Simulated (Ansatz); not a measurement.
# C₃H₉BS: one species, many methods

Aim: compute C₃H₉BS with functionals from several rungs and with coupled cluster. The yardstick is the atomisation energy at the CCSD(T) limit.

Method: functionals in def2-TZVPP, the program's frozen cores in correlated methods; program: Ansatz 0.2.0, Gaussian basis.

Levels to be run: PBE-D4, r2SCAN-D4, PBE0-D4, B3LYP-D4, ωB97X-V, ωB97M-V, B2PLYP; CCSD(T)/def2-TZVPP; MP2/def2-QZVPP; extrapolation to the limit.

## 1. The geometry

An earlier PBE0-D4 in a triple-zeta def2 set relaxation fixed the geometry.

SMILES `CCBSC`, 14 atoms, charge 0, spin multiplicity 1.

Atoms are counted from 1 here; the program's logs count them from 0.

Bond lengths: C1–C2 1.524 Å, C1–H6 1.093 Å, C1–H7 1.093 Å, C1–H8 1.093 Å, C2–B3 1.566 Å, C2–H9 1.099 Å, C2–H10 1.100 Å, B3–S4 1.769 Å, B3–H11 1.199 Å, S4–C5 1.808 Å, C5–H12 1.089 Å, C5–H13 1.089 Å, C5–H14 1.090 Å. Angles: C2–C1–H6 112.0°, C2–C1–H7 111.1°, C2–C1–H8 111.1°, H6–C1–H7 107.7°, H6–C1–H8 107.7°, H7–C1–H8 107.1°, C1–C2–B3 115.4°, C1–C2–H9 110.2°, C1–C2–H10 110.1°, B3–C2–H9 108.6°, B3–C2–H10 108.2°, H9–C2–H10 103.8°, C2–B3–S4 124.9°, C2–B3–H11 122.7°, S4–B3–H11 112.4°, B3–S4–C5 105.4°, S4–C5–H12 107.5°, S4–C5–H13 110.8° and more.

## 2. PBE-D4 (GGA)

File in.yaml:

```yaml
crystal:
  periodic: [false, false, false]
  atoms:
    - {symbol: C, position_ang: [-1.637325, 1.318384, 0.775041]}
    - {symbol: C, position_ang: [-0.543910, 0.506555, 0.090037]}
    - {symbol: B, position_ang: [0.219000, -0.503924, 1.011317]}
    - {symbol: S, position_ang: [1.509191, -1.587676, 0.473612]}
    - {symbol: C, position_ang: [1.708142, -1.257033, -1.292575]}
    - {symbol: H, position_ang: [-2.129579, 2.006907, 0.083514]}
    - {symbol: H, position_ang: [-1.230479, 1.909803, 1.598842]}
    - {symbol: H, position_ang: [-2.405935, 0.666097, 1.196673]}
    - {symbol: H, position_ang: [-0.960521, -0.044823, -0.764692]}
    - {symbol: H, position_ang: [0.195504, 1.179470, -0.367747]}
    - {symbol: H, position_ang: [-0.018384, -0.619627, 2.180473]}
    - {symbol: H, position_ang: [2.501727, -1.906448, -1.659986]}
    - {symbol: H, position_ang: [1.991012, -0.218679, -1.462251]}
    - {symbol: H, position_ang: [0.788657, -1.478209, -1.833559]}
basis:
  gaussian: {orbitals: def2-TZVPP}
hamiltonian: {xc: pbe, dispersion: d4}
output: {forces: true, orbitals: {seedname: orbitals}}
```

Launch:

```sh
ansatz run in.yaml --threads 4 --pin off --events-out ev --progress --plain --max-ram 10444MiB
```

The runs that follow: r2SCAN-D4 (meta-GGA); PBE0-D4 (hybrid); B3LYP-D4 (hybrid); ωB97X-V (range-separated); ωB97M-V (range-separated); B2PLYP (double hybrid); CCSD(T) in def2-TZVPP; MP2 in def2-QZVPP.

Q: Predict the results of all the runs planned. Wanted: atomisation energy, CCSD(T)/CBS; farthest; mean size of error, hybrid; mean size of error, range-separated; gap, smallest and largest; T1 diagnostic; triples share of the correlation energy.

The runs gave:

```
                               quantity                                 value
        atomisation energy, CCSD(T)/CBS                       1265.1 kcal/mol
functionals within 6.3 kcal/mol (0.5 %)                     B3LYP-D4, ωB97X-V
                               farthest               PBE-D4 (+25.1 kcal/mol)
             mean size of error, hybrid                          8.6 kcal/mol
    mean size of error, range-separated                          6.9 kcal/mol
              gap, smallest and largest  4.76 eV (PBE-D4), 11.28 eV (ωB97X-V)
                          T1 diagnostic                                0.0121
triples share of the correlation energy                                 4.0 %
```

PBE-D4 misses by +25.1 kcal/mol. Double hybrids carry the basis error of their MP2 part in triple zeta, and no dispersion term here, so their miss is partly the set-up's. Misses under about 6.3 kcal/mol are within the doubt on the reference itself, which lacks core-valence correlation, relativity and higher excitations. Hartree-Fock recovers 76 % of the binding; the rest is correlation. Orbital gaps span 4.8 to 11.3 eV; exact exchange widens them.
